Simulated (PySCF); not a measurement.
# CH7AlGe: the cost of one run

Programs: PySCF 2.14.0, with routines of our own; each step states its level. All values are computed. Atoms count from 0.

## 1. The system as given

10 atoms, charge 0, multiplicity 1; geometry from: GFN2-xTB.

## 2. Relaxing the molecule at PBE0-D3(BJ)/def2-SVP

Job settings and geometry (Å):

```
{"job": {"xc": "PBE0", "basis": "def2-SVP", "d3": "d3bj", "grid": 1, "maxiter": 30, "shake": 0.01, "kind": "geom"}, "charge": 0, "multiplicity": 1}
Al     1.727400     0.444560    -0.006020
C      0.160460    -0.749990    -0.287460
Ge    -1.356910     0.038660     0.723010
H      2.726680     0.294290     1.168350
H      1.904230     1.746270    -0.866830
H     -0.164400    -0.847070    -1.331650
H      0.334670    -1.764670     0.100460
H     -2.572820    -0.787890     0.658350
H     -1.700470     1.412040     0.254970
H     -1.008410     0.192880     2.194510
```

Run with:

```bash
$ OMP_NUM_THREADS=1 python heavy_run.py task.json out
```

This one command runs all jobs of the session in turn.

**Question.** How long does this first job take on 1 thread of Arm Neoverse V1, shared host, and how much memory does it need?

About 14 s, with a peak of 0.41 GiB.
